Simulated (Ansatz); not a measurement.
# Alloy of Si and Ge (36 of 64 Si sites exchanged), 64 atoms

Wanted: the relaxed alloy cell and its gap (PBEsol and HSE06).

Program: Ansatz 0.2.0, PAW, plane waves. These are calculated values, not measurements.

## 1. The system as built

64 atoms (28 Si, 36 Ge); a = 11.138 Å, b = 11.138 Å, c = 11.138 Å, α = 90.00°, β = 90.00°, γ = 90.00°. All atoms were shaken off their sites by about 0.02 Å along each axis.

Plan of the steps: (2) PBEsol cell relaxation at the single k point (½, ½, ½), on 1 × NVIDIA GB300 Max-Q with 8 threads of Arm Neoverse-V2; (3) HSE06 single point at the Γ point alone, on 1 × NVIDIA GB300 Max-Q with 8 threads of Arm Neoverse-V2.

## 2. Relaxing cell and atoms with PBEsol

Input file in.yaml:

```yaml
crystal:
  lattice:
    - [11.137518, 0.000000, 0.000000]
    - [0.000000, 11.137518, 0.000000]
    - [0.000000, 0.000000, 11.137518]
  atoms:
    - { symbol: Si, position: [0.999697, 0.999237, 0.998121] }
    - { symbol: Si, position: [0.998760, 0.498248, 0.001844] }
    - { symbol: Si, position: [0.001585, 0.500676, 0.501333] }
    - { symbol: Si, position: [0.125022, 0.125574, 0.128504] }
    - { symbol: Si, position: [0.626869, 0.128074, 0.128045] }
    - { symbol: Si, position: [0.622914, 0.125544, 0.627562] }
    - { symbol: Si, position: [0.253261, 0.750740, 0.502024] }
    - { symbol: Si, position: [0.746849, 0.246559, 0.002024] }
    - { symbol: Si, position: [0.746136, 0.747325, 0.502182] }
    - { symbol: Si, position: [0.374173, 0.875166, 0.121134] }
    - { symbol: Si, position: [0.376055, 0.871541, 0.627312] }
    - { symbol: Si, position: [0.873946, 0.375768, 0.128282] }
    - { symbol: Si, position: [0.873921, 0.375960, 0.619919] }
    - { symbol: Si, position: [0.872358, 0.878061, 0.624681] }
    - { symbol: Si, position: [0.749473, 0.001722, 0.251015] }
    - { symbol: Si, position: [0.749968, 0.499209, 0.747999] }
    - { symbol: Si, position: [0.374216, 0.123907, 0.373796] }
    - { symbol: Si, position: [0.874142, 0.128814, 0.376310] }
    - { symbol: Si, position: [0.873374, 0.622655, 0.374844] }
    - { symbol: Si, position: [0.999972, 0.750020, 0.248533] }
    - { symbol: Si, position: [0.501892, 0.250701, 0.251574] }
    - { symbol: Si, position: [0.501369, 0.250561, 0.751518] }
    - { symbol: Si, position: [0.502864, 0.754391, 0.747741] }
    - { symbol: Si, position: [0.124200, 0.371843, 0.374635] }
    - { symbol: Si, position: [0.122288, 0.872113, 0.378214] }
    - { symbol: Si, position: [0.124088, 0.873037, 0.874966] }
    - { symbol: Si, position: [0.623894, 0.373391, 0.875826] }
    - { symbol: Si, position: [0.625124, 0.878313, 0.372609] }
    - { symbol: Ge, position: [0.002303, 0.999637, 0.503003] }
    - { symbol: Ge, position: [0.499144, 0.999736, 0.998879] }
    - { symbol: Ge, position: [0.501730, 0.997102, 0.502504] }
    - { symbol: Ge, position: [0.500064, 0.501002, 0.001144] }
    - { symbol: Ge, position: [0.500155, 0.500671, 0.501951] }
    - { symbol: Ge, position: [0.126233, 0.127400, 0.625208] }
    - { symbol: Ge, position: [0.125949, 0.625876, 0.122783] }
    - { symbol: Ge, position: [0.121559, 0.625136, 0.626194] }
    - { symbol: Ge, position: [0.625965, 0.624097, 0.123345] }
    - { symbol: Ge, position: [0.624310, 0.624558, 0.626381] }
    - { symbol: Ge, position: [0.249606, 0.249341, 0.998107] }
    - { symbol: Ge, position: [0.254194, 0.248277, 0.502316] }
    - { symbol: Ge, position: [0.249229, 0.749690, 0.998105] }
    - { symbol: Ge, position: [0.750407, 0.249602, 0.499724] }
    - { symbol: Ge, position: [0.749183, 0.752024, 0.998891] }
    - { symbol: Ge, position: [0.374543, 0.377811, 0.125994] }
    - { symbol: Ge, position: [0.373904, 0.378457, 0.627207] }
    - { symbol: Ge, position: [0.872161, 0.874503, 0.124552] }
    - { symbol: Ge, position: [0.249832, 0.002759, 0.251250] }
    - { symbol: Ge, position: [0.250770, 0.998979, 0.747752] }
    - { symbol: Ge, position: [0.248228, 0.501884, 0.250485] }
    - { symbol: Ge, position: [0.248035, 0.497752, 0.748942] }
    - { symbol: Ge, position: [0.749393, 0.005008, 0.749475] }
    - { symbol: Ge, position: [0.746920, 0.504969, 0.249612] }
    - { symbol: Ge, position: [0.372470, 0.123308, 0.875124] }
    - { symbol: Ge, position: [0.372039, 0.625805, 0.376543] }
    - { symbol: Ge, position: [0.374646, 0.624528, 0.877980] }
    - { symbol: Ge, position: [0.878780, 0.122621, 0.876638] }
    - { symbol: Ge, position: [0.876617, 0.624951, 0.873987] }
    - { symbol: Ge, position: [0.000715, 0.248870, 0.249993] }
    - { symbol: Ge, position: [0.000021, 0.250305, 0.748906] }
    - { symbol: Ge, position: [0.998399, 0.750569, 0.752363] }
    - { symbol: Ge, position: [0.501273, 0.750481, 0.249381] }
    - { symbol: Ge, position: [0.124205, 0.375038, 0.874800] }
    - { symbol: Ge, position: [0.622764, 0.372234, 0.373356] }
    - { symbol: Ge, position: [0.626196, 0.876914, 0.874829] }
kpoints:
  mp_grid: { grid: [1, 1, 1], shift: [0.5, 0.5, 0.5] }
hamiltonian:
  xc: pbesol
scf:
  occupations: { method: fermi_dirac, width: 0.01 }
relax:
  f_tol: 0.03
  max_steps: 80
  escape_saddle: false
  adjacent_minimum: "off"
  cell: { fix: [shape] }
output:
  forces: true
  eigenvalues: true
  populations: true
```

Started as:

```sh
ansatz run in.yaml --threads 8 --pin off --max-ram 118750MiB --runs-dir r --events-out ev --progress --plain --backend cuda --devices 0,
```

After this run come: Single point with HSE06.

Before running it: what results should come out? Wanted: for each run, top filled to lowest empty.

As calculated:

```
             level         time   k points  top filled to lowest empty (eV)
PBEsol, relaxation  7.6 s (GPU)  (½, ½, ½)                             1.59
             HSE06   37 s (GPU)          Γ                             1.17
```

```
     quantity                                                                         value
   relaxation                                              4 recorded steps, 1.08 eV gained
largest shift                                                0.10 Å (Ge52 and others alike)
 relaxed cell  a = 11.127 Å, b = 11.127 Å, c = 11.127 Å, α = 90.00°, β = 90.00°, γ = 90.00°
   mean bonds                                       Ge–Ge 2.442, Ge–Si 2.405, Si–Si 2.367 Å
```

The relaxation lowers the energy by 1.08 eV; the largest shift is 0.10 Å (Ge52 and others alike), while the volume changes by -0.3 %. The mean lengths of the listed bonds run from Si–Si 2.37 Å to Ge–Ge 2.44 Å. Rows on different k points differ by sampling as well as by level. Spin–orbit coupling is left out, which matters for the band edges of the heavier elements here. With one k point the spacing samples only the states that fold onto it, so it can exceed the gap over the zone.
